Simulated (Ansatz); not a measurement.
**Au: moving one atom along a line**

This session takes Au and sets out to map the energy as atom 1 (Au) is pushed off its site.

Program: Ansatz 0.2.0. Level of theory: DFT PBEsol, scalar-relativistic, plane waves, PAW. These are calculated values, not measurements.

### 1 The structure to begin with

It takes space group Im-3m (No. 229, cubic). The conventional cell has a = 3.315 Å, b = 3.315 Å, c = 3.315 Å, α = 90.00°, β = 90.00°, γ = 90.00°. Au (site symmetry m-3m) has 8 Au at 2.87 Å in its first shell of neighbours.

Coordinates:

```
CELL_PARAMETERS angstrom
-3.31454 3.31454 -3.31454
3.31454 -3.31454 -3.31454
-3.31454 -3.31454 3.31454
ATOMIC_POSITIONS crystal
Au 0.50000 0.50000 0.50000
Au 0.50000 0.50000 0.00000
Au 0.00000 0.50000 0.50000
Au 0.00000 0.50000 0.00000
Au 0.50000 0.00000 0.50000
Au 0.50000 0.00000 0.00000
Au 0.00000 0.00000 0.50000
Au 0.00000 0.00000 0.00000
```

It goes back to an entry of the Materials Project, which need not be the stable form.

The cell is taken as given, not relaxed at this level.

### 2 The undisturbed cell

input.yaml reads:

```yaml
crystal:
  lattice:
    - [-3.314538, 3.314538, -3.314538]
    - [3.314538, -3.314538, -3.314538]
    - [-3.314538, -3.314538, 3.314538]
  atoms:
    - { symbol: Au, position: [0.5, 0.5, 0.5] }
    - { symbol: Au, position: [0.5, 0.5, 0.0] }
    - { symbol: Au, position: [0.0, 0.5, 0.5] }
    - { symbol: Au, position: [0.0, 0.5, 0.0] }
    - { symbol: Au, position: [0.5, 0.0, 0.5] }
    - { symbol: Au, position: [0.5, 0.0, 0.0] }
    - { symbol: Au, position: [0.0, 0.0, 0.5] }
    - { symbol: Au, position: [0.0, 0.0, 0.0] }
basis:
  ecutwfc: 420
kpoints:
  mp_grid: { grid: [10, 10, 10] }
hamiltonian:
  xc: pbesol
scf:
  occupations: { method: gaussian, width: 0.15 }
output:
  forces: true
  stress: true
  eigenvalues: true
```

Launch:

```sh
> ansatz run input.yaml --threads 2 --pin off --max-ram 5120MiB --backend cpu --events-out ev --progress --plain --runs-dir out
```

### 3 The scan: moving one atom along a line

Atom 1 (Au) is moved by x along the Cartesian unit vector (0.577, 0.577, -0.577); the cell and all other atoms stay fixed. Forces below are components along that vector, summed over the moved atoms. In a periodic cell its images move with it.

### 4 Point x = -0.450 Å

input.yaml, as its differences from that of step 2:

```diff
@@ -6,3 +6,3 @@
   atoms:
-    - { symbol: Au, position: [0.5, 0.5, 0.5] }
+    - { symbol: Au, position: [0.5, 0.5, 0.5783842639] }
     - { symbol: Au, position: [0.5, 0.5, 0.0] }
@@ -26 +26,5 @@
   eigenvalues: true
+  write_density: true
+  write_potential: true
+  elf: true
+  volumetric_format: npy
```

### 5 Point x = 0.360 Å

input.yaml, as its differences from that of step 4:

```diff
@@ -6,3 +6,3 @@
   atoms:
-    - { symbol: Au, position: [0.5, 0.5, 0.5783842639] }
+    - { symbol: Au, position: [0.5, 0.5, 0.4372925889] }
     - { symbol: Au, position: [0.5, 0.5, 0.0] }
```

### 6 At x = -0.270 Å

input.yaml, as its differences from that of step 5:

```diff
@@ -6,3 +6,3 @@
   atoms:
-    - { symbol: Au, position: [0.5, 0.5, 0.4372925889] }
+    - { symbol: Au, position: [0.5, 0.5, 0.5470305583] }
     - { symbol: Au, position: [0.5, 0.5, 0.0] }
@@ -26,5 +26 @@
   eigenvalues: true
-  write_density: true
-  write_potential: true
-  elf: true
-  volumetric_format: npy
```

### 7 Point x = 0.180 Å

input.yaml, as its differences from that of step 6:

```diff
@@ -6,3 +6,3 @@
   atoms:
-    - { symbol: Au, position: [0.5, 0.5, 0.5470305583] }
+    - { symbol: Au, position: [0.5, 0.5, 0.4686462945] }
     - { symbol: Au, position: [0.5, 0.5, 0.0] }
```

### 8 Point x = -0.090 Å

input.yaml, as its differences from that of step 7:

```diff
@@ -6,3 +6,3 @@
   atoms:
-    - { symbol: Au, position: [0.5, 0.5, 0.4686462945] }
+    - { symbol: Au, position: [0.5, 0.5, 0.5156768528] }
     - { symbol: Au, position: [0.5, 0.5, 0.0] }
@@ -26 +26,5 @@
   eigenvalues: true
+  write_density: true
+  write_potential: true
+  elf: true
+  volumetric_format: npy
```

### 9 Point x = 0.405 Å

input.yaml, as its differences from that of step 8:

```diff
@@ -6,3 +6,3 @@
   atoms:
-    - { symbol: Au, position: [0.5, 0.5, 0.5156768528] }
+    - { symbol: Au, position: [0.5, 0.5, 0.4294541625] }
     - { symbol: Au, position: [0.5, 0.5, 0.0] }
```

### 10 Point x = 0.315 Å

input.yaml, as its differences from that of step 9:

```diff
@@ -6,3 +6,3 @@
   atoms:
-    - { symbol: Au, position: [0.5, 0.5, 0.4294541625] }
+    - { symbol: Au, position: [0.5, 0.5, 0.4451310153] }
     - { symbol: Au, position: [0.5, 0.5, 0.0] }
@@ -26,5 +26 @@
   eigenvalues: true
-  write_density: true
-  write_potential: true
-  elf: true
-  volumetric_format: npy
```

### 11 Point x = 0.225 Å

input.yaml, as its differences from that of step 10:

```diff
@@ -6,3 +6,3 @@
   atoms:
-    - { symbol: Au, position: [0.5, 0.5, 0.4451310153] }
+    - { symbol: Au, position: [0.5, 0.5, 0.4608078681] }
     - { symbol: Au, position: [0.5, 0.5, 0.0] }
```

### 12 x = 0.135 Å

input.yaml, as its differences from that of step 11:

```diff
@@ -6,3 +6,3 @@
   atoms:
-    - { symbol: Au, position: [0.5, 0.5, 0.4608078681] }
+    - { symbol: Au, position: [0.5, 0.5, 0.4764847208] }
     - { symbol: Au, position: [0.5, 0.5, 0.0] }
@@ -26 +26,5 @@
   eigenvalues: true
+  write_density: true
+  write_potential: true
+  elf: true
+  volumetric_format: npy
```

(Steps that only read results are left out.)

Q: Predict the outcome of this session.

**Answer**, as computed:

| quantity | value |
| --- | --- |
| force constant along x, from the points at -0.090, 0 and 0.135 Å | 5.31 eV/Å² |

What this shows: Near the site the force constant is 5.31 eV/Å²; for the mass of Au against a rigid frame that is a vibration of about 86 cm⁻¹. The step of 0.14 Å is wide, so anharmonic terms mix in. No sampled point lies below the undisturbed cell. The runs treat Au without spin-orbit coupling.
